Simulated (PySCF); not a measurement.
# C4HBF2: the cost of one run

Computed with PySCF 2.14.0, with density-fitted response routines of our own, on a single molecule in the gas phase. Atoms count from 0, in the outputs and in this text.

### Step 1. Starting geometry

8 atoms, charge 0, multiplicity 1; geometry from: GFN2-xTB. The atoms were then displaced at random by about 0.01 Å, so the start is not that level's minimum.

Bonds of the start (Å): C0–C1 1.23, C1–C2 1.37, C2–C3 1.16, C3–B4 1.54, B4–F5 1.33, B4–F6 1.31, C0–H7 1.04.

### Step 2. Optimising the geometry at PBE0-D3(BJ)/def2-SVP

The job: settings as JSON, then the geometry in Å.

```
{"job": {"xc": "PBE0", "basis": "def2-SVP", "d3": "d3bj", "grid": 1, "shake": 0.01, "kind": "geom"}, "charge": 0, "multiplicity": 1}
C      2.888040    -0.367620     1.079900
C      1.698250    -0.209440     0.789950
C      0.375130    -0.051850     0.465580
C     -0.743220     0.093780     0.183360
B     -2.233470     0.261820    -0.179410
F     -2.766780     1.456340    -0.406960
F     -3.058180    -0.747100    -0.269310
H      3.895360    -0.455070     1.319250
```

Started as:

```sh
$ OMP_NUM_THREADS=1 python probes_run.py task.json out
```

The driver reads the jobs from task.json and runs them one after another.

**Question.** How long does this first job take on 1 thread of Arm Neoverse V2, shared host, and how much memory does it need?

About 23 s, with a peak of 0.4 GiB.
